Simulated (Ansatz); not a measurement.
# Cd27S26O (Hawleyite): the cost of one run

Computed with Ansatz 0.2.0 (DFT, PBE, plane-wave PAW, default files, scalar-relativistic, as far as a step names no other, unless a step's input says otherwise).

**1. The starting structure**

Symmetry: F-43m, No. 216, cubic system. Conventional cell: a = 17.499 Å, b = 17.499 Å, c = 17.499 Å, α = 90.00°, β = 90.00°, γ = 90.00°. Around Cd (site symmetry 3m) lie 1 O at 2.53 Å and 3 S at 2.53 Å. Around Cd (site symmetry 2mm) lie 4 S at 2.53 Å. Cd (site symmetry m) is surrounded by 4 S at 2.53 Å. Around Cd (site symmetry -43m) lie 4 S at 2.53 Å. Around Cd (site symmetry 3m) lie 4 S at 2.53 Å. O (site symmetry -43m) is surrounded by 4 Cd at 2.53 Å. S (site symmetry m) is surrounded by 4 Cd at 2.53 Å. Around S (site symmetry 3m) lie 4 Cd at 2.53 Å. Only part of the 10 independent sites is listed.

As a file:

```
CELL_PARAMETERS angstrom
0.00000 8.74950 8.74950
8.74950 0.00000 8.74950
8.74950 8.74950 0.00000
ATOMIC_POSITIONS crystal
Cd 0.00000 0.00000 0.00000
Cd 0.00000 0.00000 0.33333
Cd 0.00000 0.00000 0.66667
Cd 0.00000 0.33333 0.00000
Cd 0.00000 0.33333 0.33333
Cd 0.00000 0.33333 0.66667
Cd 0.00000 0.66667 0.00000
Cd 0.00000 0.66667 0.33333
Cd 0.00000 0.66667 0.66667
Cd 0.33333 0.00000 0.00000
Cd 0.33333 0.00000 0.33333
Cd 0.33333 0.00000 0.66667
Cd 0.33333 0.33333 0.00000
Cd 0.33333 0.33333 0.33333
Cd 0.33333 0.33333 0.66667
Cd 0.33333 0.66667 0.00000
Cd 0.33333 0.66667 0.33333
Cd 0.33333 0.66667 0.66667
Cd 0.66667 0.00000 0.00000
Cd 0.66667 0.00000 0.33333
Cd 0.66667 0.00000 0.66667
Cd 0.66667 0.33333 0.00000
Cd 0.66667 0.33333 0.33333
Cd 0.66667 0.33333 0.66667
Cd 0.66667 0.66667 0.00000
Cd 0.66667 0.66667 0.33333
Cd 0.66667 0.66667 0.66667
O 0.08333 0.08333 0.08333
S 0.08333 0.08333 0.41667
S 0.08333 0.08333 0.75000
S 0.08333 0.41667 0.08333
S 0.08333 0.41667 0.41667
S 0.08333 0.41667 0.75000
S 0.08333 0.75000 0.08333
S 0.08333 0.75000 0.41667
S 0.08333 0.75000 0.75000
S 0.41667 0.08333 0.08333
S 0.41667 0.08333 0.41667
S 0.41667 0.08333 0.75000
S 0.41667 0.41667 0.08333
S 0.41667 0.41667 0.41667
S 0.41667 0.41667 0.75000
S 0.41667 0.75000 0.08333
S 0.41667 0.75000 0.41667
S 0.41667 0.75000 0.75000
S 0.75000 0.08333 0.08333
S 0.75000 0.08333 0.41667
S 0.75000 0.08333 0.75000
S 0.75000 0.41667 0.08333
S 0.75000 0.41667 0.41667
S 0.75000 0.41667 0.75000
S 0.75000 0.75000 0.08333
S 0.75000 0.75000 0.41667
S 0.75000 0.75000 0.75000
```

Atom 28 of the input is the impurity.

**2. Gradients at the starting positions**

The input, input.yaml:

```yaml
crystal:
  lattice:
    - [0.0, 8.7495, 8.7495]
    - [8.7495, 0.0, 8.7495]
    - [8.7495, 8.7495, 0.0]
  atoms:
    - { symbol: Cd, position: [0.0, 0.0, 0.0] }
    - { symbol: Cd, position: [0.0, 0.0, 0.3333333333] }
    - { symbol: Cd, position: [0.0, 0.0, 0.6666666667] }
    - { symbol: Cd, position: [0.0, 0.3333333333, 0.0] }
    - { symbol: Cd, position: [0.0, 0.3333333333, 0.3333333333] }
    - { symbol: Cd, position: [0.0, 0.3333333333, 0.6666666667] }
    - { symbol: Cd, position: [0.0, 0.6666666667, 0.0] }
    - { symbol: Cd, position: [0.0, 0.6666666667, 0.3333333333] }
    - { symbol: Cd, position: [0.0, 0.6666666667, 0.6666666667] }
    - { symbol: Cd, position: [0.3333333333, 0.0, 0.0] }
    - { symbol: Cd, position: [0.3333333333, 0.0, 0.3333333333] }
    - { symbol: Cd, position: [0.3333333333, 0.0, 0.6666666667] }
    - { symbol: Cd, position: [0.3333333333, 0.3333333333, 0.0] }
    - { symbol: Cd, position: [0.3333333333, 0.3333333333, 0.3333333333] }
    - { symbol: Cd, position: [0.3333333333, 0.3333333333, 0.6666666667] }
    - { symbol: Cd, position: [0.3333333333, 0.6666666667, 0.0] }
    - { symbol: Cd, position: [0.3333333333, 0.6666666667, 0.3333333333] }
    - { symbol: Cd, position: [0.3333333333, 0.6666666667, 0.6666666667] }
    - { symbol: Cd, position: [0.6666666667, 0.0, 0.0] }
    - { symbol: Cd, position: [0.6666666667, 0.0, 0.3333333333] }
    - { symbol: Cd, position: [0.6666666667, 0.0, 0.6666666667] }
    - { symbol: Cd, position: [0.6666666667, 0.3333333333, 0.0] }
    - { symbol: Cd, position: [0.6666666667, 0.3333333333, 0.3333333333] }
    - { symbol: Cd, position: [0.6666666667, 0.3333333333, 0.6666666667] }
    - { symbol: Cd, position: [0.6666666667, 0.6666666667, 0.0] }
    - { symbol: Cd, position: [0.6666666667, 0.6666666667, 0.3333333333] }
    - { symbol: Cd, position: [0.6666666667, 0.6666666667, 0.6666666667] }
    - { symbol: O, position: [0.0833333333, 0.0833333333, 0.0833333333] }
    - { symbol: S, position: [0.0833333333, 0.0833333333, 0.4166666667] }
    - { symbol: S, position: [0.0833333333, 0.0833333333, 0.75] }
    - { symbol: S, position: [0.0833333333, 0.4166666667, 0.0833333333] }
    - { symbol: S, position: [0.0833333333, 0.4166666667, 0.4166666667] }
    - { symbol: S, position: [0.0833333333, 0.4166666667, 0.75] }
    - { symbol: S, position: [0.0833333333, 0.75, 0.0833333333] }
    - { symbol: S, position: [0.0833333333, 0.75, 0.4166666667] }
    - { symbol: S, position: [0.0833333333, 0.75, 0.75] }
    - { symbol: S, position: [0.4166666667, 0.0833333333, 0.0833333333] }
    - { symbol: S, position: [0.4166666667, 0.0833333333, 0.4166666667] }
    - { symbol: S, position: [0.4166666667, 0.0833333333, 0.75] }
    - { symbol: S, position: [0.4166666667, 0.4166666667, 0.0833333333] }
    - { symbol: S, position: [0.4166666667, 0.4166666667, 0.4166666667] }
    - { symbol: S, position: [0.4166666667, 0.4166666667, 0.75] }
    - { symbol: S, position: [0.4166666667, 0.75, 0.0833333333] }
    - { symbol: S, position: [0.4166666667, 0.75, 0.4166666667] }
    - { symbol: S, position: [0.4166666667, 0.75, 0.75] }
    - { symbol: S, position: [0.75, 0.0833333333, 0.0833333333] }
    - { symbol: S, position: [0.75, 0.0833333333, 0.4166666667] }
    - { symbol: S, position: [0.75, 0.0833333333, 0.75] }
    - { symbol: S, position: [0.75, 0.4166666667, 0.0833333333] }
    - { symbol: S, position: [0.75, 0.4166666667, 0.4166666667] }
    - { symbol: S, position: [0.75, 0.4166666667, 0.75] }
    - { symbol: S, position: [0.75, 0.75, 0.0833333333] }
    - { symbol: S, position: [0.75, 0.75, 0.4166666667] }
    - { symbol: S, position: [0.75, 0.75, 0.75] }
kpoints:
  mp_grid: { grid: [2, 2, 2] }
scf:
  occupations: { method: fermi_dirac, width: 0.01 }
hamiltonian:
  xc: pbe
  pseudopotentials: { kind: paw }
output:
  forces: true
  stress: true
  populations: true
  efg:
    quadrupole_moments_barn: { O: -0.02558, S: -0.0694 }
    contact_densities: true
```

Launch:

```sh
$ ansatz run input.yaml --threads 4 --pin off --max-ram 8192MiB --backend cpu --events-out ev --progress --plain --runs-dir out
```

What time and memory should one allow on 4 threads of Arm Neoverse V1, shared host?

About 74 s, with a peak of 6.5 GiB.
